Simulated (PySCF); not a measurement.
# A diatomic session: GaSe

An exercise on one series of results from a longer session: the logs are not shown, and one member is left open.

Program: PySCF 2.14.0. Level of theory: Ga x2c-TZVPPall, Se x2c-TZVPPall, spin-free X2C with a Gaussian nucleus. These are calculated values, not measurements.

Set-up of the first run:

Settings of the job:

```yaml
atoms: Ga, Se
charge: 0
basis: Ga x2c-TZVPPall, Se x2c-TZVPPall
Hamiltonian: spin-free X2C with a Gaussian nucleus
basis_functions: 96
electrons_treated: 65
masses_in_u: 68.9256, 79.9165
levels: PBE0, PBE, r²SCAN, MN15, M06-L, BP86, M06, LC-ωPBE, HF, MP2, SCS-MP2, CCSD, CCSD(T)
grid: 80 radial by 434 angular points
occupations: held fixed by the projection of orbital angular momentum
dissociation_limit: Ga + Se, each in its ground configuration
starting_distance_in_angstrom: 2.320
values_of_2S_to_try: 1, 3
```

The run is started by

```console
$ OMP_NUM_THREADS=2 python dia.py task.json out
```

Steps of the session up to this table: Input; First curve: PBE0; Higher solutions at PBE0; PBE; r²SCAN (meta-GGA); MN15 (hybrid meta-GGA); M06-L; BP86; M06 (hybrid meta-GGA); LC-ωPBE (range-separated hybrid); UHF; Correlated methods on the Hartree–Fock reference.

One of the session's tables, all rows but one given; the rest of the session is left out.

Energy (eV) from each level's lowest point:

| R (Å) | UHF | UHF-MP2 | UHF-SCS-MP2 | UHF-CCSD | UHF-CCSD(T) |
| --- | --- | --- | --- | --- | --- |
| 1.892 | 1.197 | 0.987 | 1.060 | n/a | n/a |
| 1.980 | 0.539 | 0.375 | 0.425 | 0.479 | 0.484 |
| 2.068 | 0.183 | 0.075 | 0.100 | 0.142 | 0.142 |
| 2.134 | 0.052 | 0.000 | 0.005 | 0.029 | 0.027 |
| 2.200 | 0.000 | 0.017 | 0.000 | 0.000 | 0.000 |
| 2.266 | ? | ? | ? | ? | ? |
| 2.354 | 0.060 | 0.261 | 0.193 | 0.140 | 0.151 |
| 2.464 | 0.190 | 0.513 | 0.412 | 0.339 | 0.360 |
| 2.596 | 0.395 | 0.837 | 0.705 | 0.622 | 0.656 |
| 2.772 | 0.705 | 1.269 | 1.105 | n/a | n/a |

**Question.** Estimate the row for R (Å) = 2.266.

Worked estimate for «UHF». A straight line through the neighbours (2.200, 0.000) and (2.354, 0.060) gives 0.000 + (0.060 − 0.000) × (2.266 − 2.200) / (2.354 − 2.200) = 0.026; a parabola fitted to 4 rows on both sides gives 0.006.

As computed: UHF: 0.002; UHF-MP2: 0.097; UHF-SCS-MP2: 0.058; UHF-CCSD: 0.032; UHF-CCSD(T): 0.036. In «UHF» the line misses by +0.024 and the parabola by +0.004.
